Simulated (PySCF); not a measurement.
# C₃H₈ClFSi₂: magnetic properties

Wanted: magnetic properties for C₃H₈ClFSi₂ (`F[C@@H]1C[Si@H](Cl)C[SiH2]1`).

Programs: PySCF 2.14.0, with routines of our own; each step states its level. All values are computed. Atoms count from 0.

## (1) The starting structure

15 atoms, charge 0, multiplicity 1; geometry from: GFN2-xTB.

## (2) Magnetic properties: GIAO PBE0/pcSseg-1

The job: settings as JSON, then the geometry in Å.

```
{"job": {"kind": "mag", "xc": "PBE0", "basis": "pcSseg-1", "isotopologues": 2}, "charge": 0, "multiplicity": 1}
F     -1.880783     1.626583    -1.078037
C     -1.086692     0.935033    -0.165884
C      0.369012     1.360115    -0.318888
Si     1.453623     0.097383     0.603709
Cl     3.242196    -0.114016    -0.310388
C      0.386553    -1.478158     0.455272
Si    -1.237672    -0.969467    -0.409217
H     -1.463302     1.241627     0.818048
H      0.506891     2.386623     0.022633
H      0.611405     1.351665    -1.384279
H      1.693797     0.484889     1.995673
H      0.181712    -1.895762     1.438279
H      0.896023    -2.262709    -0.099321
H     -2.440241    -1.480075     0.250007
H     -1.236936    -1.275741    -1.839520
```

Method: GIAO PBE0/pcSseg-1 magnetisability, rotational g tensor and spin-rotation constants, non-relativistic, gas phase.

Started as:

```
$ OMP_NUM_THREADS=1 python excited_run.py task.json out
```

The driver reads the jobs from task.json and runs them one after another.

The log of the run:

```text
coarse grid: 14176 points
cycle   1  E = -1257.4071195197  dE =  6.321e-01  |g| = 5.929e-01  |ddm| = 3.524e+00
cycle   2  E = -1257.3751079794  dE =  3.201e-02  |g| = 7.544e-01  |ddm| = 1.029e+00
cycle   3  E = -1257.4789324800  dE = -1.038e-01  |g| = 7.319e-02  |ddm| = 5.806e-01
cycle   4  E = -1257.4796729692  dE = -7.405e-04  |g| = 3.347e-02  |ddm| = 7.097e-02
cycle   5  E = -1257.4798911954  dE = -2.182e-04  |g| = 6.079e-03  |ddm| = 2.935e-02
cycle   6  E = -1257.4798993450  dE = -8.150e-06  |g| = 2.281e-03  |ddm| = 8.974e-03
final grid: 123808 points
cycle   7  E = -1257.5263033419  dE = -2.808e-05  |g| = 9.427e-03  |ddm| = 2.172e-02
cycle   8  E = -1257.5262827984  dE =  2.054e-05  |g| = 1.345e-02  |ddm| = 1.951e-02
cycle   9  E = -1257.5263246959  dE = -4.190e-05  |g| = 1.030e-03  |ddm| = 1.117e-02
cycle  10  E = -1257.5263248292  dE = -1.333e-07  |g| = 3.647e-04  |ddm| = 8.920e-04
cycle  11  E = -1257.5263248502  dE = -2.103e-08  |g| = 4.832e-05  |ddm| = 2.754e-04
cycle  12  E = -1257.5263248507  dE = -4.459e-10  |g| = 1.943e-05  |ddm| = 6.860e-05
converged SCF energy = -1257.5263248507

Magnetisability tensor (1e-30 J/T^2)
    -1549.11       20.82      -16.46
       20.82    -1496.88       42.35
      -16.46       42.35    -1515.02
isotropic -1520.34   principal values   -1575.23  -1523.57  -1462.21
isotropic susceptibility -91.557 1e-6 cm^3/mol

Inertial axes            a          b          c
rot. const./GHz      2.5887     0.8689     0.7221
chi total           -93.872    -90.865    -89.933
chi diamagnetic    -596.619  -1385.532  -1656.639
chi paramagnetic    502.747   1294.667   1566.706
quadrupole/D A      -11.170      5.163      6.007
g nuclear            0.5895     0.5160     0.5206
g electronic        -0.6114    -0.5285    -0.5315
g total             -0.0219    -0.0125    -0.0109

Spin-rotation constants (kHz, H = +C I.J)
atom  isotope        aa         bb         cc
  0    19F        0.463      0.494      0.246
  4   35Cl        0.286      0.087      0.088
  7     1H       -0.240     -0.085      0.043
  8     1H       -0.284      0.009     -0.063
  9     1H       -0.291     -0.089      0.011
 10     1H       -0.202     -0.078      0.031
 11     1H       -0.305     -0.057     -0.033
 12     1H       -0.221     -0.065     -0.049
 13     1H       -0.069     -0.040     -0.050
 14     1H       -0.248     -0.082      0.034
  1    13C*       0.604      0.203      0.206
  2    13C*       0.358      0.146      0.121
  3   29Si*      -1.657     -0.544     -0.500
  5    13C*       0.279      0.083      0.084
  6   29Si*      -1.509     -0.491     -0.446
* in the singly substituted isotopologue

Isotopologues: g along a, b, c
2H    at 7,8,9,10,11,12    -0.0187    -0.0119    -0.0103
13C   at 1                 -0.0218    -0.0124    -0.0108
```

Wall time 37 s (1 thread of Arm Neoverse V1, shared host); peak memory 0.83 GiB.

From this job:

| quantity | value |
| --- | --- |
| magnetisability | -1520·10⁻³⁰ J/T² |
| molar susceptibility | -91.6·10⁻⁶ cm³/mol |
| rotational g (a, b, c) | -0.0219, -0.0125, -0.0109 |

Orbitals, density, ELF and potential are computed afterwards from the orbital file.

Frontier orbitals at PBE0/pcSseg-1, with the share of their density that lies nearest to each atom:

```
orbital  energy (eV)                       lies on
   HOMO        -8.17    C1 28 %; F0 24 %; Si6 16 %
   LUMO         0.17  Si3 22 %; H10 14 %; Cl4 13 %
```

ELF in a plane through or near 5 of the atoms.

Ten even steps from '0' (0.00) to '9' (0.99):
```
0000000000000000000000000000
0000000000000000000000000000
0000000000000000000000000000
0000000000000000000000000000
0000001452000012210000000000
0000027998423356541000000000
0000038999537743652000000000
0000027993333922674100100000
0000002440541778963222332000
0000000125445126143144443100
0000000016997235277154543100
0000002324236779510233443000
0000015887538616873111221000
0000014888313688630000000000
0000002677201899850000000000
0000000122001899950000000000
0000000000000488510000000000
0000000000000000000000000000
0000000000000000000000000000
0000000000000000000000000000
```
The map spans 11.3 Å across and 10.0 Å up, centred on the molecule. Atoms in the plane (x, y in Å): C1 (-1.1, -0.9), C2 (0.2, -1.4), Si3 (1.6, -0.1), C5 (0.5, 1.5), H8 (0.4, -2.4).

log10 of the density (e/Å³) in the same plane.

Ten even steps from ' ' (-4.0) to '@' (1.5):
```
                                                        
                                                        
              ..............::::::....                  
          ..::::::::::::------------::..                
        ..::----====----======++++==--::..              
      ..::--==++++++++++++++******++==--::....          
      ..::--==++************######**++==--::::....      
      ..::--==****##%%%%####%%@@##**++++====----::..    
      ..::--==++****%%%%****######****++++++====--::..  
        ..::--==++**####********##%%%%****++++====--..  
        ..::--==++**######******%%@@@@******++====--::  
        ..--==++**##%%@@############******++++====--..  
        ::==++##%%%%########%%##****++++======----::..  
        ..==++##%%%%******######**++====------::::..    
        ..--==******++++++**####**++==--::::::....      
          ..--========--==++**++++==--::..              
            ..::::::::::--========--::..                
                        ..::::::::..                    
                            ..                          
                                                        
```
The map spans 11.3 Å across and 10.0 Å up, centred on the molecule. Atoms in the plane (x, y in Å): C1 (-1.1, -0.9), C2 (0.2, -1.4), Si3 (1.6, -0.1), C5 (0.5, 1.5), H8 (0.4, -2.4).

On the surface of density 0.002 e/bohr³ the electrostatic potential runs, from the 1st to the 99th percentile, from -1.08 V near F0 to 1.39 V near H7.

## (3) What came out

| quantity | value |
| --- | --- |
| magnetisability (step 2, GIAO PBE0/pcSseg-1) | -1520·10⁻³⁰ J/T² |
| molar susceptibility (step 2, GIAO PBE0/pcSseg-1) | -91.6·10⁻⁶ cm³/mol |
| rotational g (a, b, c) (step 2, GIAO PBE0/pcSseg-1) | -0.0219, -0.0125, -0.0109 |
| surface potential, 1st and 99th percentile | -1.08 V and 1.39 V |

The values above hold for this geometry and these levels alone. Vibrational averaging and real surroundings are missing from these values.
